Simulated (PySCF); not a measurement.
**From one method to the next for GeC (triplet)**

Starting from one script, swap the method and compare what comes out for GeC (triplet).

The runs use PySCF 2.14.0; each script names its method and basis.

4 further runs of the same task are left out: 4 that didn't finish.

## Step 1: Where the work starts

GeC (triplet): 2 atoms, charge 0, spin multiplicity 3.

Bond lengths: Ge1–C2 1.870 Å.

## Step 2: The run that the others are compared with

File input.py:

```python
from pyscf import gto, dft

mol = gto.M(
    atom='Ge 0 0 0; C 0 0 1.87',
    basis='sbkjc',
    ecp={'Ge': 'sbkjc', 'C': 'sbkjc'},
    charge=0,
    spin=2,
    verbose=4,
)
mf = dft.ROKS(mol, xc='pw91')
mf = mf.newton()
mf.kernel()
mf.mulliken_pop()
mf.dip_moment()
print('orbital energies (hartree):', mf.mo_energy[..., max(0, mol.nelec[1]-3):mol.nelec[0]+3].round(4))
```

On the command line:

```bash
$ OMP_NUM_THREADS=1 python input.py
```

The log of this run is left out.

It gives: E(SCF) = -9.303317 Eh, 4 macro-iterations, μ = 1.79 D.

The bond length is a typed value, not an optimised one. The triplet is typed in the script; nothing here shows that it is the ground state.

## Step 3: TDA (UKS)

Variant 1 changes step after the SCF: analyze → tda; SCF type: ROKS → UKS; number of roots: none → 3.

File input.py:

```python
from pyscf import gto, dft, tdscf

mol = gto.M(
    atom='Ge 0 0 0; C 0 0 1.87',
    basis='sbkjc',
    ecp={'Ge': 'sbkjc', 'C': 'sbkjc'},
    charge=0,
    spin=2,
    verbose=4,
)
mf = dft.UKS(mol, xc='pw91')
mf = mf.newton()
mf.kernel()
td = tdscf.TDA(mf)
td.nstates = 3
td.kernel()
td.analyze(verbose=3)
mf.dip_moment()
print('orbital energies (hartree):', [e[max(0, n-3):n+3].round(4) for e, n in zip(mf.mo_energy, mol.nelec)])
```

On the command line:

```bash
$ OMP_NUM_THREADS=1 python input.py
```

## Step 4: EOM-IP (ROHF)

Variant 2 changes step after the SCF: analyze → eomip; SCF type: ROKS → ROHF; functional: pw91 → none (Hartree–Fock); number of roots: none → 5.

input.py: that of step 2 with these lines changed.

```diff
@@ -1,2 +1,2 @@
-from pyscf import gto, dft
+from pyscf import gto, scf, cc
 
@@ -10,6 +10,9 @@
 )
-mf = dft.ROKS(mol, xc='pw91')
+mf = scf.ROHF(mol)
 mf = mf.newton()
 mf.kernel()
-mf.mulliken_pop()
+mycc = cc.CCSD(mf)
+mycc.kernel()
+e = mycc.ipccsd(nroots=5)[0]
+print('roots (eV) =', (e*27.211386).round(3))
 mf.dip_moment()
```

## Step 5: Revpbe

Variant 3 changes functional: pw91 → revpbe.

input.py: that of step 2 with these lines changed.

```diff
@@ -10,3 +10,3 @@
 )
-mf = dft.ROKS(mol, xc='pw91')
+mf = dft.ROKS(mol, xc='revpbe')
 mf = mf.newton()
```

Q: Predict the outcome of this session. Wanted: for each run, E(SCF); from base; gap, α spin; SCF dipole; after the SCF.

The runs gave:

| run | E(SCF) (hartree) | from base (eV) | cycles | gap, α spin (eV) | SCF dipole (D) | after the SCF |
| --- | --- | --- | --- | --- | --- | --- |
| base | -9.303317 | 0 | 4 macro | n/a | 1.79 | n/a |
| TDA (UKS) | -9.304501 | -0.0322 | 6 macro | 2.84 | 1.73 | lowest root found 0.20 eV |
| EOM-IP (ROHF) | -8.999766 | not comparable | 4 macro | n/a | 1.85 | CCSD correlation -3.492 eV, first root 8.19 eV |
| revpbe | -9.311820 | not comparable | 32 macro | n/a | 1.76 | n/a |

**Reading.** A lower total energy from another functional means nothing by itself. The dearest run is “revpbe”, at 6.6 s against 1.9 s.
